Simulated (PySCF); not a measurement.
# C2H3F4NSi: the cost of one run

The runs use PySCF 2.14.0, with density-fitted response routines of our own; the level of theory stands in each step. All values are computed, except where a source is named. Atoms count from 0, in the outputs and in this text.

### Step 1. The molecule as given

11 atoms, charge 0, multiplicity 1; geometry from: GFN2-xTB. The atoms were then displaced at random by about 0.01 Å, so the start is not that level's minimum.

Bonds of the start (Å): F0–Si1 1.61, Si1–N2 1.74, N2–C3 1.18, C3–C4 1.55, C4–F5 1.33, C4–F6 1.35, C4–F7 1.32, Si1–H8 1.44, Si1–H9 1.44, C3–H10 1.11.

### Step 2. Geometry optimisation at PBE0-D3(BJ)/def2-SVP

What the job is given:

```
{"job": {"xc": "PBE0", "basis": "def2-SVP", "d3": "d3bj", "grid": 1, "shake": 0.01, "kind": "geom"}, "charge": 0, "multiplicity": 1}
F      2.767020     0.447850     1.299910
Si     1.790780    -0.015370     0.100650
N      0.379870     0.972740     0.377110
C     -0.787450     0.848620     0.226250
C     -1.495520    -0.439430    -0.281240
F     -1.076660    -0.745700    -1.509540
F     -1.204380    -1.488480     0.510760
F     -2.807660    -0.313340    -0.326780
H      1.666580    -1.440760     0.277420
H      2.328890     0.491360    -1.136830
H     -1.523380     1.656680     0.446630
```

Command:

```console
$ OMP_NUM_THREADS=1 python probes_run.py task.json out
```

The driver reads the jobs from task.json and runs them one after another.

**Question.** How long does this first job take on 1 thread of Arm Neoverse N1, shared host, and how much memory does it need?

About 3.4 min, with a peak of 0.55 GiB.
